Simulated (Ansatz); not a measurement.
# NiO (Fm-3m): equation of state

An exercise on one series of results from a longer session: the logs are not shown, and one member is left open.

Program: Ansatz 0.2.0. Level of theory: DFT PBE, scalar-relativistic, plane waves, PAW. These are calculated values, not measurements.

## The system as given

Symmetry: R-3m, No. 166, trigonal system. Conventional cell: a = 2.970 Å, b = 2.970 Å, c = 7.234 Å, α = 90.00°, β = 90.00°, γ = 120.00°. Ni (site symmetry -3m) is surrounded by 6 O at 2.10 Å. O (site symmetry -3m) is surrounded by 6 Ni at 2.10 Å.

Structure file:

```
Ni O
1.0
     0.00000    2.10004    2.10004
     2.10004    0.00000    2.10004
     4.18446    2.08442   -2.08442
Ni O
2 2
Direct
  0.00000 0.00000 0.00000
  0.50000 0.00000 0.50000
  0.75000 0.50000 0.25000
  0.25000 0.50000 0.75000
```

An earlier run at PBE left this cell at 9.210 Å³/atom and 0.00 GPa (14×14×14 mesh). The large moments point both ways and cancel.

Volume factors to run: 0.980, 1.020, 0.960, 1.040.

The first run:

input.yaml reads:

```yaml
crystal:
  lattice:
    - [0.0, 2.0859497799, 2.0859497799]
    - [2.0859497799, 0.0, 2.0859497799]
    - [4.1563751168, 2.0704253369, -2.0704253369]
  atoms:
    - { symbol: Ni, position: [0.0, 0.0, 0.0], spin: 1.51 }
    - { symbol: O, position: [0.7500000025, 0.4999999949, 0.2500000076] }
    - { symbol: Ni, position: [0.5, 0.0, 0.5], spin: -1.51 }
    - { symbol: O, position: [1.2499999975, 0.5000000051, 0.7499999924] }
basis:
  ecutwfc: 420
  ecutrho_ratio: 4
kpoints:
  mp_grid: { grid: [14, 14, 14] }
hamiltonian:
  xc: pbe
scf:
  occupations: { method: gaussian, width: 0.05 }
output:
  forces: true
  stress: true
  eigenvalues: true
  populations: true
magnetization:
  spin_polarized: true
relax:
  f_tol: 0.01
  max_steps: 40
  cell: { stress_tol: 0.1, fix: [volume] }
```

On the command line:

```bash
$ ansatz run input.yaml --threads 2 --pin off --max-ram 5120MiB --backend cpu --events-out ev --progress --plain --runs-dir out
```

Steps of the session up to this table: Volume × 0.980; At 1.020 of the relaxed volume; Volume × 0.960; Volume × 1.040.

One of the session's tables, all rows but one given; the rest of the session is left out.

It belongs to the step «The fit». 

```
volume (Å³/atom)  energy (meV/atom)  pressure (GPa)  moment of atom 1 (μB)
           8.841               9.57            8.66                   1.35
           9.026                  ?               ?                      ?
           9.210               0.00            0.00                   1.37
           9.394               2.16           -3.66                   1.38
           9.578               8.28           -6.94                   1.39
```

Q: Estimate the row for volume (Å³/atom) = 9.026 from the others.

Worked estimate for «energy (meV/atom)». A straight line through the neighbours (8.841, 9.57) and (9.210, 0.00) gives 9.57 + (0.00 − 9.57) × (9.026 − 8.841) / (9.210 − 8.841) = 4.77; a parabola fitted to 3 rows on both sides gives 2.45.

**Answer.** energy (meV/atom): 2.31; pressure (GPa): 4.09; moment of atom 1 (μB): 1.36. In «energy (meV/atom)» the line misses by +2.46 and the parabola by +0.14.

Limits of these values: Warnings in the runs' records: anti translation declined, stability check not made.
